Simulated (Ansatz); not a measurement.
A nudged elastic band was laid between two geometries of a periodic cell of 17 atoms, InW8C8 (surface WC(001), adsorbate In).

Level of theory: Ansatz, DFT LDA, scalar-relativistic, plane waves, PAW. Settings: PAW set soft_1, cutoff 420 eV, k mesh 5x5x1, gaussian smearing 0.05 eV, no spin polarisation.

- movable images: 3
- climbing image: yes
- spring: 5.0 eV/Å²
- optimiser: quadratic models (default)
- start path: default
- force threshold: 0.2 eV/Å
- iteration limit: 38
- end points: relaxed
- atoms held: 1, 5, 9, 13

Image 0:

```xyz
17
Lattice="5.7877 0.0000 0.0000 -2.8939 5.0123 0.0000 0.0000 0.0000 17.2448" Properties=species:S:1:pos:R:3
W 0.000 0.000 1.000
C 1.446 0.835 2.297
W -0.003 -0.003 3.837
C 1.434 0.827 4.967
W -1.447 2.506 1.000
C -0.001 3.341 2.290
W -1.454 2.501 3.803
C -0.003 3.338 4.883
W 2.894 0.000 1.000
C 4.340 0.835 2.297
W 2.891 0.001 3.803
C 4.347 0.827 4.967
W 1.447 2.506 1.000
C 2.893 3.341 2.297
W 1.447 2.501 3.803
C 2.891 3.349 4.967
In 2.891 1.668 6.609
```

Image 4:

Only the atoms that move by more than 0.05 Å are listed.
```
C4 1.444 0.832 4.883
C8 -0.013 3.333 4.967
In17 1.444 4.174 6.609
```

(1) What changes between the two ends?

(2) What energy profile does the band end with?

(3) What is the geometry of the highest image?

Results:

(1) Contacts lost: C4–In17, W7–In17. Contacts made: W3–In17, C8–In17. The atom that moves furthest is In17, by 2.89 Å.

(2) The run converged. The highest image is number 2 of 0 to 4, 0.299 eV above the ends, which have the same energy within 2 meV. The threshold of 0.2 eV/Å is loose, so the images may lie well off the minimum-energy path. The order of the stationary point at the top wasn't checked. Limits of this set-up: coarse k mesh, thin slab, slab without dipole correction, odd electron count without spin, PAW files made for another functional.

```
image  path coordinate (Å)  energy (eV)  C4–In17 (Å)  W7–In17 (Å)  W3–In17 (Å)
    0                 0.00        0.000         2.35         3.26         4.34
    1                 0.84        0.231         2.27         3.63         4.18
    2                 1.67        0.299         2.36         4.01         4.02
    3                 2.51        0.233         3.11         4.18         3.63
    4                 3.35        0.000         3.76         4.34         3.26
```

(3) 
```xyz
17
Lattice="5.7877 0.0000 0.0000 -2.8939 5.0123 0.0000 0.0000 0.0000 17.2448" Properties=species:S:1:pos:R:3
W 0.000 0.000 1.000
C 1.446 0.827 2.298
W 0.006 -0.005 3.844
C 1.445 0.870 4.968
W -1.447 2.506 1.000
C -0.007 3.345 2.298
W -1.448 2.514 3.844
C 0.030 3.323 4.968
W 2.894 0.000 1.000
C 4.340 0.835 2.295
W 2.887 -0.004 3.843
C 4.343 0.836 4.916
W 1.447 2.506 1.000
C 2.900 3.345 2.297
W 1.446 2.506 3.733
C 2.863 3.324 4.972
In 1.482 2.520 6.659
```

Time of the run: 13 min on 4 threads of Intel(R) Xeon(R) Processor @ 2.50GHz (Skylake/Cascade Lake), on a shared host, peak memory 2.7 GiB.
